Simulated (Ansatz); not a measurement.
# AsBGeH₆O, SMILES [GeH3][O]B[AsH2]: a rigid scan of one bond length

Program: Ansatz 0.2.0, Python API.

`run_scan.py`:
```python
'''Stretching a bond of AsBGeH6O, the rest held rigid.'''

import ansatz
import numpy as np

molecule = (
    ansatz.Crystal.molecule()
    .atom('Ge', (-1.3148, -0.6496, -0.4576))
    .atom('O', (-0.226, -0.9582, 0.9314))
    .atom('B', (0.4461, 0.3156, 1.1809))
    .atom('As', (2.2622, 0.7043, 0.333))
    .atom('H', (-0.4864, -0.2113, -1.6936))
    .atom('H', (-2.3379, 0.4576, -0.0931))
    .atom('H', (-2.0825, -1.951, -0.8029))
    .atom('H', (-0.0262, 1.0942, 1.9338))
    .atom('H', (2.1383, -0.5084, -0.6467))
    .atom('H', (1.6273, 1.7067, -0.6853))
)

symbols = [site.symbol for site in molecule.cartesian_sites]
start = np.array([site.position_ang for site in molecule.cartesian_sites])
axis = (start[1] - start[2]) / np.linalg.norm(start[1] - start[2])
moving = [0, 1, 4, 5, 6]
lengths, energies = [1.286, 1.345, 1.403, 1.462, 1.52, 1.579, 1.637, 1.725], []
for length in lengths:
    xyz = start.copy()
    xyz[moving] += (length - np.linalg.norm(start[1] - start[2])) * axis
    point = ansatz.Crystal.molecule()
    for symbol, place in zip(symbols, xyz):
        point = point.atom(symbol, place.tolist())
    model = point.calculation().basis(gaussian='def2-SVP').functional('r2scan', dispersion='d4')
    rep = model.run(threads=1).report
    energies.append(rep['free_energy_ev'])
    print(f'r = {length:6.3f} A  E = {energies[-1]:.5f} eV  <S^2> = {abs(rep["mean_field"]["state"]["spin_squared"]):.3f}')

# quartic fit about the minimum
fit = np.polynomial.Polynomial.fit(lengths, np.array(energies) - min(energies), 4).convert()
roots = [r.real for r in fit.deriv().roots() if abs(r.imag) < 1e-9 and fit.deriv(2)(r.real) > 0]
r_e = min(roots, key=lambda r: abs(r - lengths[int(np.argmin(energies))]))
print(f'minimum of the fit at {r_e:.4f} A, force constant {fit.deriv(2)(r_e):.2f} eV/A^2')
```

```console
$ python run_scan.py
r =  1.286 A  E = -120162.56373 eV  <S^2> = 0.000
r =  1.345 A  E = -120162.72083 eV  <S^2> = 0.000
r =  1.403 A  E = -120162.72161 eV  <S^2> = 0.000
r =  1.462 A  E = -120162.61270 eV  <S^2> = 0.000
r =  1.520 A  E = -120162.43100 eV  <S^2> = 0.000
r =  1.579 A  E = -120162.19512 eV  <S^2> = 0.000
r =  1.637 A  E = -120161.93085 eV  <S^2> = 0.000
r =  1.725 A  E = -120161.49657 eV  <S^2> = 0.000
minimum of the fit at 1.3743 A, force constant 37.85 eV/A^2
```

Total energies depend on the basis set; only differences at equal settings carry meaning. The rest of the molecule is held rigid at a force-field or estimated start geometry, and the basis set is modest; single-reference methods fail as a bond breaks. The orbitals are restricted, so S² is zero by construction. The whole script took 56 s on 1 thread of Arm Neoverse V2, with other jobs on the host, peak memory 0.26 GiB.
